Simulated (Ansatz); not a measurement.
# CH3BBrF, SMILES CB(F)Br: a short molecular-dynamics run

Computed with the Python package of Ansatz (0.2.0).

Typed at the interpreter:
```pycon
>>> import warnings
>>> import ansatz as az
>>> import numpy as np
>>> warnings.simplefilter("ignore", az.DeckWarning)
>>> mol = (
...     az.Crystal.molecule()
...     .atom("C", (0.0107, 0.7169, -0.0482))
...     .atom("B", (0.1214, -0.8056, 0.1479))
...     .atom("F", (1.0787, -1.3045, 1.0624))
...     .atom("Br", (-0.9548, -2.0736, -0.8697))
...     .atom("H", (-0.8343, 0.9573, -0.8209))
...     .atom("H", (-0.3069, 1.2526, 0.9045))
...     .atom("H", (0.9464, 1.189, -0.4216))
... )
>>> base = (
...     mol.calculation()
...     .basis(gaussian="def2-SVP")
...     .functional("pbe")
...     .md("nvt_nose_hoover", timestep=0.25, steps=40, temperature=500, initial_velocities="maxwell_boltzmann", seed=65, thermostat_time=10)
... )
>>> frames = []
>>> base.session().plan().execute(on_event=lambda e: frames.append(e["data"]) if e["event"] == "md_step" else None)
<ansatz.RunOutcome object at 0x...>
>>> print("t (fs)   E_pot (eV)      E_kin (eV)   T (K)   d(0-1) (A)")
t (fs)   E_pot (eV)      E_kin (eV)   T (K)   d(0-1) (A)
>>> for f in frames[::2]:
...     xyz = np.array(f["positions_ang"])
...     print(f"{f['time_fs']:6.2f} {f['lagrangian_ev']:14.5f} {f['e_kin_ev']:10.5f} {f['temperature_k']:8.1f} {np.linalg.norm(xyz[0] - xyz[1]):9.4f}")
...
  0.00   -74500.48139    0.32315    500.0    1.5391
  0.50   -74500.47703    0.31868    493.1    1.5417
  1.00   -74500.44718    0.28890    447.0    1.5449
  1.50   -74500.39710    0.23928    370.2    1.5486
  2.00   -74500.34646    0.18952    293.2    1.5527
  2.50   -74500.32453    0.16867    261.0    1.5569
  3.00   -74500.35333    0.19857    307.2    1.5612
  3.50   -74500.42958    0.27631    427.5    1.5655
  4.00   -74500.52346    0.37256    576.5    1.5698
  4.50   -74500.59649    0.44879    694.4    1.5740
  5.00   -74500.62312    0.47868    740.6    1.5781
  5.50   -74500.60058    0.45872    709.8    1.5821
  6.00   -74500.54559    0.40542    627.3    1.5859
  6.50   -74500.48334    0.34416    532.5    1.5894
  7.00   -74500.43530    0.29673    459.1    1.5926
  7.50   -74500.41125    0.27315    422.6    1.5954
  8.00   -74500.40892    0.27140    419.9    1.5977
  8.50   -74500.41975    0.28309    438.0    1.5997
  9.00   -74500.43550    0.30007    464.3    1.6013
  9.50   -74500.45164    0.31775    491.6    1.6026
 10.00   -74500.46673    0.33460    517.7    1.6035
>>> kept = np.array([f["conserved_ev"] for f in frames])
>>> print(f"conserved energy moves by at most {1000 * np.ptp(kept):.3f} meV")
conserved energy moves by at most 1.643 meV
```

What to keep in mind:
- Total energies depend on the basis set; only differences at equal settings carry meaning.
- The trajectory is only some femtoseconds long, so its temperature is not equilibrated; where the script doesn't relax first, it starts from a rough generated geometry.
- The temperature counts the internal degrees of freedom alone.
- Wall time of the script: 83 s on 1 thread of Arm Neoverse V2, on a shared host, peak memory 0.19 GiB.

(Lines on the test bed's own set-up are left out of the output.)
